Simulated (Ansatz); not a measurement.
# C2H8FGaS: small, medium and large basis sets

The task here is to estimate one member of a computed series from the others.

The runs use Ansatz 0.2.0, Gaussian basis; one geometry, several basis sets.

The runs, in order: PBE0-D4/def2-SVP; ωB97M-V/def2-SVP; PBE0-D4/def2-QZVPP; ωB97M-V/def2-QZVPP; the functionals' def2-TZVPP values are taken from earlier runs.

**Structure used throughout**

An earlier PBE0-D4 in a triple-zeta def2 set relaxation fixed the geometry.

SMILES `[CH3][Ga-]([CH3])([F])[SH2+]`, 13 atoms, charge 0, spin multiplicity 1.

Atoms are counted from 1 here; the program's logs count them from 0.

Bond lengths: C1–Ga2 1.965 Å, C1–H6 1.092 Å, C1–H7 1.092 Å, C1–H8 1.093 Å, Ga2–C3 1.963 Å, Ga2–F4 1.803 Å, Ga2–S5 2.685 Å, C3–H9 1.093 Å, C3–H10 1.092 Å, C3–H11 1.091 Å, S5–H12 1.346 Å, S5–H13 1.343 Å. Angles: Ga2–C1–H6 111.6°, Ga2–C1–H7 110.6°, Ga2–C1–H8 110.2°, H6–C1–H7 109.0°, H6–C1–H8 107.6°, H7–C1–H8 107.8°, C1–Ga2–C3 131.4°, C1–Ga2–F4 112.5°, C1–Ga2–S5 100.9°, C3–Ga2–F4 112.3°, C3–Ga2–S5 100.1°, F4–Ga2–S5 85.8°, Ga2–C3–H9 110.0°, Ga2–C3–H10 111.6°, Ga2–C3–H11 110.6°, H9–C3–H10 107.9°, H9–C3–H11 107.8°, H10–C3–H11 108.8° and more.

Coordinates:

```mol
C2H8FGaS
  3D, bonds by distance, orders not assigned

 13 12  0  0  0  0  0  0  0  0999 V2000
   -1.3933   -1.1935    0.5620 C   0  0
   -0.0943   -0.1028   -0.4300 Ga  0  0
    1.7632   -0.4565   -0.9582 C   0  0
   -0.8873    1.1206   -1.4902 F   0  0
    0.2846    1.9227    1.2918 S   0  0
   -0.9871   -1.5318    1.5178 H   0  0
   -2.3083   -0.6274    0.7461 H   0  0
   -1.6607   -2.0811   -0.0168 H   0  0
    1.7909   -1.2135   -1.7461 H   0  0
    2.3557   -0.8255   -0.1185 H   0  0
    2.2309    0.4490   -1.3486 H   0  0
   -0.1078    2.6479    0.2278 H   0  0
   -0.9661    1.8571    1.7776 H   0  0
  1  2  8  0
  2  3  8  0
  2  4  8  0
  2  5  8  0
  1  6  8  0
  1  7  8  0
  1  8  8  0
  3  9  8  0
  3 10  8  0
  3 11  8  0
  5 12  8  0
  5 13  8  0
M  END
```

Set-up of the first run:

in.yaml

```yaml
crystal:
  periodic: [false, false, false]
  atoms:
    - {symbol: C, position_ang: [-1.393342, -1.193465, 0.562046]}
    - {symbol: Ga, position_ang: [-0.094276, -0.102804, -0.429971]}
    - {symbol: C, position_ang: [1.763178, -0.456516, -0.958212]}
    - {symbol: F, position_ang: [-0.887337, 1.120551, -1.490247]}
    - {symbol: S, position_ang: [0.284593, 1.922664, 1.291766]}
    - {symbol: H, position_ang: [-0.987128, -1.531836, 1.517843]}
    - {symbol: H, position_ang: [-2.308314, -0.627393, 0.746106]}
    - {symbol: H, position_ang: [-1.660664, -2.081102, -0.016812]}
    - {symbol: H, position_ang: [1.790884, -1.213467, -1.746120]}
    - {symbol: H, position_ang: [2.355695, -0.825509, -0.118501]}
    - {symbol: H, position_ang: [2.230850, 0.448980, -1.348609]}
    - {symbol: H, position_ang: [-0.107776, 2.647950, 0.227842]}
    - {symbol: H, position_ang: [-0.966064, 1.857148, 1.777570]}
basis:
  gaussian: {orbitals: def2-SVP}
hamiltonian: {xc: pbe0, dispersion: d4}
output: {orbitals: {seedname: orbitals}}
```

Started as:

```console
$ ansatz run in.yaml --threads 4 --pin off --events-out ev --progress --plain --max-ram 11315MiB
```

Steps of the session up to this table: PBE0-D4 in def2-SVP; ωB97M-V in def2-SVP; PBE0-D4 in def2-QZVPP; ωB97M-V in def2-QZVPP.

One of the session's tables, all rows but one given; the rest of the session is left out.

It belongs to the step «Density functionals: the series». 

| functional | basis | HOMO (eV) | LUMO (eV) |
| --- | --- | --- | --- |
| PBE0-D4 | def2-SVP | -7.47 | 0.21 |
| PBE0-D4 | def2-TZVPP | ? | ? |
| PBE0-D4 | def2-QZVPP | -7.59 | -0.39 |
| ωB97M-V | def2-SVP | -9.69 | 2.17 |
| ωB97M-V | def2-TZVPP | -9.80 | 1.60 |
| ωB97M-V | def2-QZVPP | -9.82 | 1.05 |

Estimate the missing values for PBE0-D4, def2-TZVPP.

As computed: HOMO (eV): -7.57; LUMO (eV): -0.28. In the column «HOMO (eV)» it lies between PBE0-D4, def2-QZVPP (-7.59) and PBE0-D4, def2-SVP (-7.47).
